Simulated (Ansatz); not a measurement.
BH₅OSSi, SMILES BO[SiH2]S, vertical energies of changing the electron count

Computed with Ansatz 0.2.0, Python API.

`run_ip.py`
```python
# -*- coding: utf-8 -*-
"""Vertical ionisation energy of BH5OSSi."""

import ansatz as az

config = {
    "basis": "6-31G*",
    "xc": "B3LYP",
}


def energy(molecule, charge=0, unpaired=0):
    calc = (
        molecule.calculation()
        .basis(gaussian=config["basis"])
        .functional(config["xc"])
    )
    if charge:
        calc = calc.charge(charge)
    if unpaired:
        calc = calc.spin("collinear", total=unpaired)
    return calc.run(threads=1, pin="off").report["free_energy_ev"]

GEOMETRY = """
B    -0.47350    1.49660    0.74810
O    -0.81390    0.55380   -0.30560
Si    0.22360   -0.75640   -0.01470
S     0.01200   -2.27000   -1.48260
H    -1.12890    1.52120    1.73160
H     0.27630    2.40720    0.54170
H     1.68170   -0.30270   -0.07580
H     0.03230   -1.30880    1.32510
H     0.27890   -1.38710   -2.48480
"""

mol = az.Crystal.molecule()
for line in GEOMETRY.strip().splitlines():
    symbol, *xyz = line.split()
    mol = mol.atom(symbol, [float(v) for v in xyz])

# delta-SCF style differences, no relaxation
parent = energy(mol, 0, 0)
cation = energy(mol, 1, 1)
print(f"E(N)   = {parent:.5f} eV")
print(f"E(N-1) = {cation:.5f} eV  (1 unpaired)")
print(f"vertical ionisation energy {cation - parent:.3f} eV")
```

```console
$ python run_ip.py
E(N)   = -21519.57384 eV
E(N-1) = -21509.70850 eV  (1 unpaired)
vertical ionisation energy 9.865 eV
```

At this unrelaxed geometry removing an electron costs 9.87 eV.

What to keep in mind:
- Total energies depend on the basis set; only differences at equal settings carry meaning.
- The geometry is a force-field or estimated start, not a minimum of this method, and the basis set is short of its limit. All parts are taken at fixed geometry, without zero-point energy. At an unrelaxed start these energies can be a whole eV from those at the minimum, and a small affinity can change sign.
- b3lyp holds the VWN-RPA fit, as in Gaussian; the form of ORCA and Turbomole is b3lyp5.
- Finished in 12 s on 1 thread of Arm Neoverse V1 (shared host), peak memory 0.26 GiB.
